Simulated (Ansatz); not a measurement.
## Ta3Cu in Ansatz: the effect of functional

The system is Ta3Cu.

```xyz
4
Lattice="-2.0065 2.0065 4.2082 2.0065 -2.0065 4.2082 2.0065 2.0065 -4.2082" Properties=species:S:1:pos:R:3 pbc="T T T"
Ta    0.0000    0.0000    4.2082
Ta    2.0065    0.0000    2.1041
Ta    0.0000    2.0065    2.1041
Cu    0.0000    0.0000    0.0000
```

The cell comes from a database or a generator and needn't be the stable form of this composition.

Alike in all runs:

| Quantity | Value |
| --- | --- |
| Program | Ansatz 0.2.0 |
| Task | projected density of states |
| Potentials or basis | Ansatz PAW |
| k mesh | 5 × 5 × 5 |
| Occupations | fermi-dirac, width 0.05 eV |
| Spin | no spin polarisation |

```csv
functional,cutoff,pressure (GPa)
LDA,420 eV (not typed: the program's choice for these potentials),?
PBE,420 eV (not typed: the program's choice for these potentials),0.2
PBEsol,420 eV (not typed: the program's choice for these potentials),-6.5
RPBE,420 eV (not typed: the program's choice for these potentials),3.8
revPBE,420 eV (not typed: the program's choice for these potentials),2.8
BLYP,420 eV (not typed: the program's choice for these potentials),6.6
r2SCAN,500 eV (not typed: the program's choice for these potentials),-2.9
HSE06,420 eV (not typed: the program's choice for these potentials),-1.1
PBE0,420 eV (not typed: the program's choice for these potentials),-0.8
r2SCAN0,500 eV (not typed: the program's choice for these potentials),-2.8
```

Problem. What does the run with functional LDA give?

Solution. Pressure -11.5 GPa.

Caveats: all runs use coarse meshes; the density of states is complete only up to the lowest level of the last band computed; the PAW data sets come from PBE, with cores solved anew for the run's functional, which leaves a small shift of forces and pressure (some runs); the thresholds are loose for stress (some runs).
